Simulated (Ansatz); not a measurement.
# AsHF+ (triplet): the correlation ladder, cc-pVTZ

One table from this session's results is given with a row withheld; the runs are named, their logs left out.

The runs use Ansatz 0.2.0, Gaussian basis; cc-pVTZ, core rule «outside noble gas», up to 15 orbitals frozen.

The runs, in order: UHF; CCSD(T) on ROHF; CCSD(T) on UHF; BCCD(T) on ROHF; CCSDT(Q) on ROHF; CCSDT(Q) on UHF; CASSCF and MRCISD+Q, 12 electrons in 9 orbitals; CASSCF and NEVPT2, 12 electrons in 9 orbitals.

7 further runs of the same task are left out: 2 for a known fault of the program, 5 set aside as unsound or not needed. Runs told in other sessions of the task aren't counted.

## The system

The geometry is a PBE0/def2-TZVP stationary point (not a proven minimum) of the parent state, kept for this charge and spin. No spin-orbit coupling is included. The filled d shell of As may be among the frozen orbitals whatever the setting's name suggests.

3 atoms, charge 1, spin multiplicity 3.

Atoms are counted from 1 here; the program's logs count them from 0.

Bond lengths: F1–As2 1.800 Å, As2–H3 1.675 Å. Angles: F1–As2–H3 180.0°.

Coordinates:

```xyz
3
AsFH
F     0.0000    0.0000    1.7587
As    0.0000    0.0000   -0.0416
H     0.0000    0.0000   -1.7171
```

The first run:

Input file in.yaml:

```yaml
crystal:
  periodic: [false, false, false]
  atoms:
    - {symbol: F, position_ang: [0.000000, 0.000000, 1.758700]}
    - {symbol: As, position_ang: [0.000000, 0.000000, -0.041600]}
    - {symbol: H, position_ang: [0.000000, 0.000000, -1.717100]}
basis:
  gaussian: {orbitals: cc-pVTZ}
total_charge: 1
magnetization: {spin_polarized: true, initial_magnetization: 2}
hamiltonian: {xc: hf}
output: {orbitals: {seedname: orbitals}}
```

Launch:

```console
$ ansatz run in.yaml --threads 1 --pin off --events-out ev --progress --plain --max-ram 4096MiB --backend cpu
```

Among the steps run: UHF; CCSD(T) on ROHF; CCSD(T) on UHF; BCCD(T) on ROHF; CCSDT(Q) on ROHF; CCSDT(Q) on UHF; CASSCF and MRCISD+Q, 12 electrons in 9 orbitals; CASSCF and NEVPT2, 12 electrons in 9 orbitals.

One table of the session follows, with a row left open; its other results are not shown here.

It belongs to the step «Misses and costs». 

| method | from RCCSDT(Q) (kJ/mol) |
| --- | --- |
| ROHF | +1029.8 |
| UHF | ? |
| RMP2 | +68.5 |
| UMP2 | +81.1 |
| RCCSD | +45.1 |
| UCCSD | +43.1 |
| RCCSD(T) | +3.5 |
| UCCSD(T) | +3.9 |
| BCCD(T) | +3.4 |
| RCCSDT | +1.2 |
| UCCSDT | +0.5 |
| RCCSDT(Q) | 0 |
| UCCSDT(Q) | -2.8 |
| CASSCF valence | +819.4 |
| NEVPT2 valence | +134.6 |
| MRCISD valence | +67.8 |
| MRCISD+Q valence | +13.5 |

**Question.** Estimate the row for UHF.

The run gave: from RCCSDT(Q) (kJ/mol): +993.8. In the column «from RCCSDT(Q) (kJ/mol)» it lies between CASSCF valence (+819.4) and ROHF (+1029.8).

To keep in mind: Restricted and unrestricted rows rest on different reference determinants; a gap between their highest levels can come from leftover correlation error, from unlike frozen cores or from another state.
